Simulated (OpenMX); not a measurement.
Runs of OpenMX 3.8.5 on NbSi. It takes space group Fm-3m (No. 225, cubic). The conventional cell has a = 5.007 Å, b = 5.007 Å, c = 5.007 Å, α = 90.00°, β = 90.00°, γ = 90.00°. Around Nb (site symmetry m-3m) lie 6 Si at 2.50 Å. Si (site symmetry m-3m) has 6 Nb at 2.50 Å as nearest neighbours. The cell was built by a generator and needn't be a form met in nature.

```csv
cell,pressure (GPa)
"Fm-3m, 15.69 Å³/atom",(b)
"Fm-3m, 16.37 Å³/atom",8.3
"Fm-3m, 17.73 Å³/atom",(a)
"Fm-3m, 18.41 Å³/atom",-9.2
"Fm-3m, 17.05 Å³/atom",1.2
"Fm-3m, 15.0 Å³/atom",27.2
```

Alike in all rows: task band structure; level PBE; potentials or basis OpenMX 2013 PBE set, Nb7.0-s3p2d2, Si7.0-s2p2d1, grid cutoff 400 Ry; no spin polarisation; k mesh 7 × 7 × 7; smearing fermi-dirac 0.05 eV.

Fill in the values left out.

(a) -4.5; (b) 16.8.

Caveats: the basis of atomic orbitals isn't converged, which shifts pressures, moduli and gaps.
